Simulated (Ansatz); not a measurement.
**FH4OPSi: vertical ionisation energy**

The task here is to estimate one member of a computed series from the others.

The runs use Ansatz 0.2.0, Gaussian basis; unrestricted cation, the program's frozen cores in correlated methods.

Plan: UKS PBE-D4/def2-TZVPP; UKS r2SCAN-D4/def2-TZVPP; UKS PBE0-D4/def2-TZVPP; UKS B3LYP-D4/def2-TZVPP; UKS wB97X-V/def2-TZVPP; UKS wB97M-V/def2-TZVPP; UKS B2PLYP/def2-TZVPP; UHF-CCSD(T)/def2-TZVPP; UHF-MP2/def2-QZVPP; extrapolation to the limit; then −ε(HOMO) from the neutral's earlier runs with LDA (SPW92), PBE-D4, revPBE-D4, BLYP-D4, r2SCAN-D4, B97M-V, PBE0-D4, B3LYP-D4, r2SCANh-D4, r2SCAN0-D4, HSE06-D4, BHLYP-D4, CAM-B3LYP-D4, LC-ωPBE, ωB97X-V, ωB97M-V.

### Structure used throughout

The geometry comes from an earlier relaxation with PBE0-D4 in a triple-zeta def2 set; it is a stationary point, not always the lowest conformer.

8 atoms, charge 0, spin multiplicity 1.

Atoms are counted from 1 here; the program's logs count them from 0.

Bond lengths: F1–Si2 1.593 Å, Si2–O3 1.631 Å, Si2–H5 1.479 Å, Si2–H6 1.474 Å, O3–P4 1.653 Å, P4–H7 1.423 Å, P4–H8 1.424 Å. Angles: F1–Si2–O3 109.7°, F1–Si2–H5 107.2°, F1–Si2–H6 108.0°, O3–Si2–H5 110.7°, O3–Si2–H6 107.1°, H5–Si2–H6 114.1°, Si2–O3–P4 129.5°, O3–P4–H7 97.5°, O3–P4–H8 98.5°, H7–P4–H8 92.0°.

As a file:

```xyz
8
charge 0, multiplicity 1
F    -1.3934    1.4047   -1.0860
Si   -0.3996    1.2088    0.1438
O    -0.1112   -0.3804    0.3686
P     0.9444   -1.3791   -0.4189
H     0.8513    1.9255   -0.1877
H    -1.0740    1.7030    1.3581
H     1.2699   -2.2148    0.6861
H     0.0048   -2.3248   -0.9198
```

Set-up of the first run:

in.yaml

```yaml
crystal:
  periodic: [false, false, false]
  atoms:
    - {symbol: F, position_ang: [-1.393408, 1.404659, -1.085982]}
    - {symbol: Si, position_ang: [-0.399604, 1.208781, 0.143789]}
    - {symbol: O, position_ang: [-0.111171, -0.380413, 0.368611]}
    - {symbol: P, position_ang: [0.944425, -1.379098, -0.418851]}
    - {symbol: H, position_ang: [0.851261, 1.925507, -0.187731]}
    - {symbol: H, position_ang: [-1.074029, 1.702990, 1.358060]}
    - {symbol: H, position_ang: [1.269939, -2.214816, 0.686144]}
    - {symbol: H, position_ang: [0.004787, -2.324811, -0.919841]}
basis:
  gaussian: {orbitals: def2-TZVPP}
total_charge: 1
magnetization: {spin_polarized: true, initial_magnetization: 1}
hamiltonian: {xc: pbe, dispersion: d4}
```

Among the steps run: Cation, UKS PBE-D4/def2-TZVPP; Cation, UKS r2SCAN-D4/def2-TZVPP; Cation, UKS PBE0-D4/def2-TZVPP; Cation, UKS B3LYP-D4/def2-TZVPP; Cation, UKS wB97X-V/def2-TZVPP; Cation, UKS wB97M-V/def2-TZVPP; Cation, UKS B2PLYP (frozen core)/def2-TZVPP; Cation, UHF-CCSD(T)/def2-TZVPP; Cation, UHF-MP2/def2-QZVPP.

One table of the session follows, with a row left open; its other results are not shown here.

It belongs to the step «Ionisation energies side by side». For comparison, −ε(HOMO) of the neutral from earlier runs:

| functional | −ε(HOMO) (eV) |
| --- | --- |
| LDA (SPW92) | 6.34 |
| PBE-D4 | 6.24 |
| revPBE-D4 | 6.20 |
| BLYP-D4 | ? |
| r2SCAN-D4 | 6.49 |
| B97M-V | 6.63 |
| PBE0-D4 | 7.47 |
| B3LYP-D4 | 7.28 |
| r2SCANh-D4 | 6.95 |
| r2SCAN0-D4 | 7.64 |
| HSE06-D4 | 7.07 |
| BHLYP-D4 | 8.62 |
| CAM-B3LYP-D4 | 8.84 |
| LC-ωPBE | 10.18 |
| ωB97X-V | 9.84 |
| ωB97M-V | 9.71 |

Estimate the missing values for BLYP-D4.

Worked estimate for «−ε(HOMO) (eV)». Against the share of exact exchange, B3LYP-D4 (0.2, 7.28), BHLYP-D4 (0.5, 8.62) give a slope of 4.47 per unit share; at 0 the line stands at 6.39.

The run gave: −ε(HOMO) (eV): 6.13. In «−ε(HOMO) (eV)» the line misses by +0.26.
